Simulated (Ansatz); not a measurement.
# W3O: the cost of one run

Program: Ansatz 0.2.0. Level of theory: DFT PBE, scalar-relativistic, plane waves, PAW. These are calculated values, not measurements.

## (1) The system as given

It takes space group Pm-3n (No. 223, cubic). Conventional cell: a = 4.885 Å, b = 4.885 Å, c = 4.885 Å, α = 90.00°, β = 90.00°, γ = 90.00°. W (site symmetry -4m2) has 2 W at 2.44 Å and 4 O at 2.73 Å as nearest neighbours. O (site symmetry m-3) has 12 W at 2.73 Å as nearest neighbours.

Coordinates:

```cif
data_structure
_symmetry_space_group_name_H-M 'Pm-3n'
_symmetry_Int_Tables_number 223
_cell_length_a 4.8845
_cell_length_b 4.8845
_cell_length_c 4.8845
_cell_angle_alpha 90.000
_cell_angle_beta 90.000
_cell_angle_gamma 90.000
_cell_volume 116.54
loop_
_atom_site_label
_atom_site_type_symbol
_atom_site_symmetry_multiplicity
_atom_site_Wyckoff_symbol
_atom_site_fract_x
_atom_site_fract_y
_atom_site_fract_z
_atom_site_occupancy
W1 W 6 c 0.50000 0.75000 0.00000 1
O1 O 2 a 0.50000 0.50000 0.50000 1
```

It goes back to an entry of the Materials Project, which need not be the stable form.

It is the result of an earlier relaxation at this level (volume 14.57 Å³/atom; gap on the mesh: none (metal)).

## (2) The undisturbed cell

File input.yaml:

```yaml
crystal:
  lattice:
    - [4.8845028662, 0.0, 0.0]
    - [0.0, 4.8845028662, 0.0]
    - [0.0, 0.0, 4.8845028662]
  atoms:
    - { symbol: W, position: [0.5, 0.75, 0.0] }
    - { symbol: W, position: [0.0, 0.5, 0.75] }
    - { symbol: W, position: [0.25, 0.0, 0.5] }
    - { symbol: W, position: [0.5, 0.25, 0.0] }
    - { symbol: W, position: [0.0, 0.5, 0.25] }
    - { symbol: W, position: [0.75, 0.0, 0.5] }
    - { symbol: O, position: [0.5, 0.5, 0.5] }
    - { symbol: O, position: [0.0, 0.0, 0.0] }
basis:
  ecutwfc: 420
kpoints:
  mp_grid: { grid: [8, 8, 8] }
hamiltonian:
  xc: pbe
scf:
  occupations: { method: gaussian, width: 0.15 }
output:
  forces: true
  stress: true
  eigenvalues: true
```

Launch:

```bash
ansatz run input.yaml --threads 2 --pin off --max-ram 5120MiB --backend cpu --events-out ev --progress --plain --runs-dir out
```

Q: Estimate wall time and peak memory on 2 threads of AMD EPYC (Zen 3), shared host.

About 20 s, with a peak of 0.52 GiB.
